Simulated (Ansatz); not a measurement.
The system is WAu.

```
W Au
1.0
     0.00000    2.74798    2.74798
     2.74798    0.00000    2.74798
     2.74798    2.74798    0.00000
W Au
1 1
Cartesian
  0.0000 0.0000 0.0000
  4.1220 4.1220 4.1220
```

The cell was built by a generator and needn't be a form met in nature.

Base run:

```yaml
Program: Ansatz 0.2.0
Functional: r2SCAN
Potentials_or_basis: Ansatz PAW
Cutoff: "500 eV (not typed: the program's choice for these potentials)"
k_mesh: 8 × 8 × 8
Occupations: fermi-dirac, width 0.05 eV
Spin: no spin polarisation
```

Its results: band gap on the k mesh none (metal or under the smearing width); pressure 29.1 GPa.

Question: After a change of settings the same cell gave: band gap on the k mesh none (metal or under the smearing width); pressure 40.7 GPa. Which change was it?
A. functional from r2SCAN to BLYP; cutoff from 500 eV (not typed: the program's choice for these potentials) to 420 eV (not typed: the program's choice for these potentials)
B. functional from r2SCAN to revPBE; cutoff from 500 eV (not typed: the program's choice for these potentials) to 420 eV (not typed: the program's choice for these potentials)
C. k mesh from 8 × 8 × 8 to 6 × 6 × 6; spin from no spin polarisation to spin-orbit coupling, no magnetisation; potential files from those of the base run to others of the same set
D. functional from r2SCAN to RPBE; cutoff from 500 eV (not typed: the program's choice for these potentials) to 420 eV (not typed: the program's choice for these potentials)

Answer: A.

Caveats: a pressure of tens of GPa on the cell as given is suspect, and the run, the potentials or the cell itself is likely at fault; spin-orbit coupling is left out, which moves the levels of the heavy elements; the PAW data sets come from PBE, with cores solved anew for the run's functional, which leaves a small shift of forces and pressure.

Runs at the PBE level aren't shown here.
